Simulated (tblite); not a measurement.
# C4H10AlCl3O: the cost of one run

Programs: tblite 0.8.0 and PySCF 2.14.0, with density-fitted response routines of our own. Each step states its level of theory. These are calculated values for one molecule in the gas phase, unless marked as measured. Atoms count from 0, in the outputs and in this text.

**1. Starting geometry**

19 atoms, charge 0, multiplicity 1; geometry from: force field or distance geometry start.

Bonds of the start (Å): C0–O1 1.42, O1–C2 1.42, C2–C3 1.55, C3–Cl4 1.77, C3–Cl5 1.78, O1–Al6 1.89, Al6–C7 1.99, C7–Cl8 1.78, C0–H9 1.12, C0–H10 1.10, C0–H11 1.12, C2–H12 1.13, C2–H13 1.12, C3–H14 1.11, Al6–H15 1.61, Al6–H16 1.60, C7–H17 1.10, C7–H18 1.10.

**2. Geometry optimisation with GFN2-xTB**

Job settings and geometry (Å):

```
{"job": {"kind": "relax", "xc": "GFN2-xTB", "basis": "xTB"}, "charge": 0, "multiplicity": 1}
C     -0.431400    -2.039500    -0.457300
O     -0.225200    -0.632200    -0.382400
C     -1.448300     0.015300    -0.086400
C     -1.400100     1.510700    -0.485400
Cl    -1.005300     1.682000    -2.198700
Cl    -2.977900     2.276800    -0.164400
Al     1.060100    -0.310600     0.970200
C      2.394500     1.014200     0.311100
Cl     2.713600     0.708000    -1.415200
H     -1.122500    -2.273300    -1.301800
H      0.506000    -2.573300    -0.686800
H     -0.884200    -2.456600     0.481800
H     -1.758100    -0.082300     0.991000
H     -2.287700    -0.422700    -0.688300
H     -0.635400     2.042600     0.125000
H      0.354200     0.272500     2.296200
H      1.822900    -1.661500     1.360300
H      1.984400     2.029400     0.436000
H      3.330700     0.909900     0.887700
```

Command:

```
$ OMP_NUM_THREADS=1 python probes_run.py task.json out
```

The driver reads the jobs from task.json and runs them one after another.

Q: Estimate the wall time and peak memory of this first job on 1 thread of Arm Neoverse N1, shared host.

About 3.4 s, with a peak of 0.18 GiB.
